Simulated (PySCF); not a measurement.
**Rb2⁻: spin, charge, geometry and surroundings**

One physical setting of the base script is moved in each run, with the edits that it forces.

Computed with PySCF 2.14.0. Level: method and basis as typed in the scripts.

4 further runs of the same task are left out: 2 for a known fault of the program, 2 that didn't finish.

## 1. The system as given

Rb2⁻: 2 atoms, charge -1, spin multiplicity 2.

No contacts short enough for the rule that draws bonds.

## 2. The run that the others are compared with

File input.py:

```python
from pyscf import gto, scf
from pyscf.hessian import thermo

mol = gto.M(
    atom='Rb 0 0 0; Rb 0 0 4.22',
    basis='def2-svpd',
    ecp={'Rb': 'def2-svpd'},
    charge=-1,
    spin=1,
    verbose=4,
)
mf = scf.UHF(mol)
mf.kernel()
hess = mf.Hessian().kernel()
print('wavenumber (cm^-1) =', thermo.harmonic_analysis(mol, hess)['freq_wavenumber'].round(1))
mf.dip_moment()
print('orbital energies (hartree):', [e[max(0, n-3):n+3].round(4) for e, n in zip(mf.mo_energy, mol.nelec)])
```

Run with:

```
$ OMP_NUM_THREADS=1 python input.py
```

The log of this run is left out.

In short: E(SCF) = -47.610878 Eh, 13 cycles, ⟨S²⟩ = 1.134, wavenumbers 56 cm⁻¹.

⟨S²⟩ = 1.13 against 0.75 for a pure state: the determinant is spin-contaminated. The bond length is a typed value, not an optimised one, so the wavenumber is not that of the minimum. The dipole of an ion depends on the origin.

## 3. Bond 3.376 Å

Variant 1 changes bond length: 4.22 Å → 3.376 Å.

File input.py:

```python
from pyscf import gto, scf
from pyscf.hessian import thermo

mol = gto.M(
    atom='Rb 0 0 0; Rb 0 0 3.376',
    basis='def2-svpd',
    ecp={'Rb': 'def2-svpd'},
    charge=-1,
    spin=1,
    verbose=4,
)
mf = scf.UHF(mol)
mf.kernel()
hess = mf.Hessian().kernel()
print('wavenumber (cm^-1) =', thermo.harmonic_analysis(mol, hess)['freq_wavenumber'].round(1))
mf.dip_moment()
print('orbital energies (hartree):', [e[max(0, n-3):n+3].round(4) for e, n in zip(mf.mo_energy, mol.nelec)])
```

Run with:

```
$ OMP_NUM_THREADS=1 python input.py
```

## 4. Bond 3.925 Å

Variant 2 changes bond length: 4.22 Å → 3.925 Å.

Edit input.py of step 2 so:

```diff
@@ -4,3 +4,3 @@
 mol = gto.M(
-    atom='Rb 0 0 0; Rb 0 0 4.22',
+    atom='Rb 0 0 0; Rb 0 0 3.925',
     basis='def2-svpd',
```

## 5. Charge +0 (singlet)

Variant 3 changes charge: -1 → 0; spin (2S): 1 → 0.

Edit input.py of step 2 so:

```diff
@@ -7,4 +7,4 @@
     ecp={'Rb': 'def2-svpd'},
-    charge=-1,
-    spin=1,
+    charge=0,
+    spin=0,
     verbose=4,
```

## 6. Electric field 0.05 a.u.

Variant 4 changes electric field: none → 0.05 a.u.; step after the SCF: frequency → analyze.

File input.py:

```python
from pyscf import gto, scf

mol = gto.M(
    atom='Rb 0 0 0; Rb 0 0 4.22',
    basis='def2-svpd',
    ecp={'Rb': 'def2-svpd'},
    charge=-1,
    spin=1,
    verbose=4,
)
mf = scf.UHF(mol)
field = 0.05  # electric field along z, atomic units
h = mf.get_hcore() + field*mol.intor('int1e_r')[2]
mf.get_hcore = lambda *args: h
e_nuc = mol.energy_nuc() - field*mol.atom_charges() @ mol.atom_coords()[:, 2]
mf.energy_nuc = lambda *args: e_nuc
mf.kernel()
mf.mulliken_pop()
mf.dip_moment()
print('orbital energies (hartree):', [e[max(0, n-3):n+3].round(4) for e, n in zip(mf.mo_energy, mol.nelec)])
```

Before running it: what results should come out? Wanted: for each run, E(SCF); from base; gap, α spin; after the SCF.

The runs gave:

| run | E(SCF) (hartree) | from base (eV) | cycles | gap, α spin (eV) | after the SCF |
| --- | --- | --- | --- | --- | --- |
| base | -47.610878 | 0 | 13 | 2.39 | highest mode 56 cm⁻¹ |
| bond 3.376 Å | -47.590802 | +0.5463 | 13 | 2.26 | highest mode 94 cm⁻¹ |
| bond 3.925 Å | -47.606031 | +0.1319 | 12 | 2.33 | highest mode 64 cm⁻¹ |
| charge +0 (singlet) | -47.598049 | +0.3491 | 11 | 3.34 | highest mode 62 cm⁻¹ |
| electric field 0.05 a.u. | -49.106882 | not comparable | 7 | 3.71 | n/a |

**Reading.** The largest comparable shift of the SCF energy, +0.546 eV, comes with the run “bond 3.376 Å”. At the SCF level, going to the singlet with one electron fewer costs 0.35 eV at fixed geometry.
